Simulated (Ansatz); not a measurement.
**Cl3GeHS: up Jacob's ladder to CCSD(T)**

The task here is to estimate one member of a computed series from the others.

Program: Ansatz 0.2.0, Gaussian basis. Level of theory: functionals in def2-TZVPP, the program's frozen cores in correlated methods. These are calculated values, not measurements.

The runs, in order: LDA (SPW92), PBE-D4, revPBE-D4, BLYP-D4, r2SCAN-D4, B97M-V, PBE0-D4, B3LYP-D4, r2SCANh-D4, r2SCAN0-D4, HSE06-D4, BHLYP-D4, CAM-B3LYP-D4, LC-ωPBE, ωB97X-V, ωB97M-V, B2PLYP, PBE-QIDH; CCSD(T)/def2-SVP; CCSD(T)/def2-TZVPP; MP2/def2-QZVPP; extrapolation to the limit; RPA on PBE.

### The relaxed structure

All runs share one geometry, relaxed beforehand with PBE0-D4 in a triple-zeta def2 set.

6 atoms, charge 0, spin multiplicity 1.

Atoms are counted from 1 here; the program's logs count them from 0.

Bond lengths: S1–Ge2 2.188 Å, S1–H6 1.346 Å, Ge2–Cl3 2.123 Å, Ge2–Cl4 2.129 Å, Ge2–Cl5 2.129 Å. Angles: Ge2–S1–H6 92.3°, S1–Ge2–Cl3 107.1°, S1–Ge2–Cl4 112.4°, S1–Ge2–Cl5 112.3°, Cl3–Ge2–Cl4 109.1°, Cl3–Ge2–Cl5 109.1°, Cl4–Ge2–Cl5 106.7°.

As a file:

```xyz
6
charge 0, multiplicity 1
S    -1.0432    0.6058    1.3674
Ge    0.3389   -0.2551   -0.0945
Cl    1.7226   -1.4523    0.9819
Cl   -0.6552   -1.4668   -1.5360
Cl    1.4030    1.2369   -1.1790
H    -1.7240    1.2676    0.4140
```

The first run:

in.yaml

```yaml
crystal:
  periodic: [false, false, false]
  atoms:
    - {symbol: S, position_ang: [-1.043238, 0.605771, 1.367396]}
    - {symbol: Ge, position_ang: [0.338880, -0.255084, -0.094452]}
    - {symbol: Cl, position_ang: [1.722606, -1.452344, 0.981909]}
    - {symbol: Cl, position_ang: [-0.655234, -1.466785, -1.536038]}
    - {symbol: Cl, position_ang: [1.403020, 1.236867, -1.179041]}
    - {symbol: H, position_ang: [-1.724033, 1.267577, 0.414026]}
basis:
  gaussian: {orbitals: def2-TZVPP}
hamiltonian: {xc: lda}
output: {orbitals: {seedname: orbitals}}
```

Steps of the session up to this table: LDA; PBE-D4 (GGA); revPBE-D4 (GGA); BLYP-D4 (GGA); r2SCAN-D4 (meta-GGA); B97M-V (meta-GGA); PBE0-D4 (hybrid); B3LYP-D4 (hybrid); r2SCANh-D4 (hybrid); r2SCAN0-D4 (hybrid); HSE06-D4 (hybrid); BHLYP-D4 (hybrid); CAM-B3LYP-D4 (range-separated); LC-ωPBE-D4 (range-separated; the results give it without D4); ωB97X-V (range-separated); ωB97M-V (range-separated); B2PLYP (double hybrid); PBE-QIDH (double hybrid).

One table of the session follows, with a row left open; its other results are not shown here.

It belongs to the step «Frontier levels by functional». 

```
  functional  HOMO (eV)  LUMO (eV)  gap (eV)
 LDA (SPW92)      -7.20      -3.23      3.98
      PBE-D4      -7.07      -2.93      4.13
   revPBE-D4      -7.01      -2.83      4.19
     BLYP-D4      -6.88      -2.86      4.02
   r2SCAN-D4      -7.40      -2.73      4.66
      B97M-V      -7.46      -2.60      4.86
     PBE0-D4      -8.37      -1.98      6.38
    B3LYP-D4      -8.09      -2.28      5.81
  r2SCANh-D4      -7.87      -2.39      5.48
  r2SCAN0-D4      -8.58      -1.87      6.71
    HSE06-D4          ?          ?         ?
    BHLYP-D4      -9.49      -0.94      8.55
CAM-B3LYP-D4      -9.70      -0.95      8.75
     LC-ωPBE     -11.16       0.28     11.43
     ωB97X-V     -10.76       0.21     10.97
     ωB97M-V     -10.57       0.07     10.64
```

**Question.** Estimate the row for HSE06-D4.

The run gave: HOMO (eV): -7.96; LUMO (eV): -2.35; gap (eV): 5.61. In the column «HOMO (eV)» it lies between B3LYP-D4 (-8.09) and r2SCANh-D4 (-7.87).
